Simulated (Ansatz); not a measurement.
# AlClFHO: how energies converge with the basis set

Aim: see how fast density functionals and correlated methods converge with the basis set for AlClFHO.

Method: one geometry, several basis sets; program: Ansatz 0.2.0, Gaussian basis.

Plan: PBE0-D4/def2-SVP; ωB97M-V/def2-SVP; PBE0-D4/def2-QZVPP; ωB97M-V/def2-QZVPP; CCSD(T)/cc-pV(D+d)Z; CCSD(T)/cc-pV(T+d)Z; CCSD(T)/cc-pV(Q+d)Z; the functionals' def2-TZVPP values are taken from earlier runs.

**1. Structure used throughout**

An earlier PBE0-D4 in a triple-zeta def2 set relaxation fixed the geometry.

SMILES `[OH][Al]([F])[Cl]`, 5 atoms, charge 0, spin multiplicity 1.

Atoms are counted from 1 here; the program's logs count them from 0.

Bond lengths: O1–Al2 1.675 Å, O1–H5 0.956 Å, Al2–F3 1.634 Å, Al2–Cl4 2.076 Å. Angles: Al2–O1–H5 123.4°, O1–Al2–F3 118.3°, O1–Al2–Cl4 122.8°, F3–Al2–Cl4 118.8°.

**2. PBE0-D4 in def2-SVP**

in.yaml

```yaml
crystal:
  periodic: [false, false, false]
  atoms:
    - {symbol: O, position_ang: [0.455928, 1.205124, -0.026628]}
    - {symbol: Al, position_ang: [-0.053391, -0.362236, 0.275045]}
    - {symbol: F, position_ang: [0.081654, -0.942460, 1.796659]}
    - {symbol: Cl, position_ang: [-0.845260, -1.591143, -1.198745]}
    - {symbol: H, position_ang: [0.410968, 1.617015, -0.887831]}
basis:
  gaussian: {orbitals: def2-SVP}
hamiltonian: {xc: pbe0, dispersion: d4}
output: {orbitals: {seedname: orbitals}}
```

Launch:

```console
> ansatz run in.yaml --threads 2 --pin off --events-out ev --progress --plain --max-ram 31744MiB --backend cpu
```

Further steps of the session: ωB97M-V in def2-SVP; PBE0-D4 in def2-QZVPP; ωB97M-V in def2-QZVPP; CCSD(T) in cc-pV(D+d)Z; CCSD(T) in cc-pV(T+d)Z; CCSD(T) in cc-pV(Q+d)Z.

**Question.** What will the summary of the whole plan be? Wanted: MP2 correlation recovered, cc-pV(D+d)Z; MP2 correlation recovered, cc-pV(T+d)Z; MP2 correlation recovered, cc-pV(Q+d)Z; CCSD(T) limit from def2 sets; PBE0-D4: double and triple zeta above quadruple; ωB97M-V: double and triple zeta above quadruple.

**Answer**, as computed:

| quantity | value |
| --- | --- |
| MP2 correlation recovered, cc-pV(D+d)Z | 65.5 % |
| MP2 correlation recovered, cc-pV(T+d)Z | 86.5 % |
| MP2 correlation recovered, cc-pV(Q+d)Z | 94.4 % |
| CCSD(T) limit from def2 sets (earlier runs) less the limit of this series | -57 meV |
| PBE0-D4: double and triple zeta above quadruple | 13.77, 0.88 eV |
| ωB97M-V: double and triple zeta above quadruple | 13.77, 0.83 eV |

What this shows: For PBE0-D4 the step from double to triple zeta gains 12.89 eV and the next only 0.88 eV. Correlation climbs from 65 % (cc-pV(D+d)Z) to 94 % (cc-pV(Q+d)Z) of the limit; Hartree-Fock is 0.196 eV from its own by then. A limit from the def2 sets, made apart, differs by 57 meV, a least measure of the doubt on such a limit. Total energies overstate the basis error of differences, where much of it tends to cancel. The LUMO of ωB97M-V is positive and keeps falling with the basis (0.86 to 0.26 eV): an unbound level that the basis holds in place.
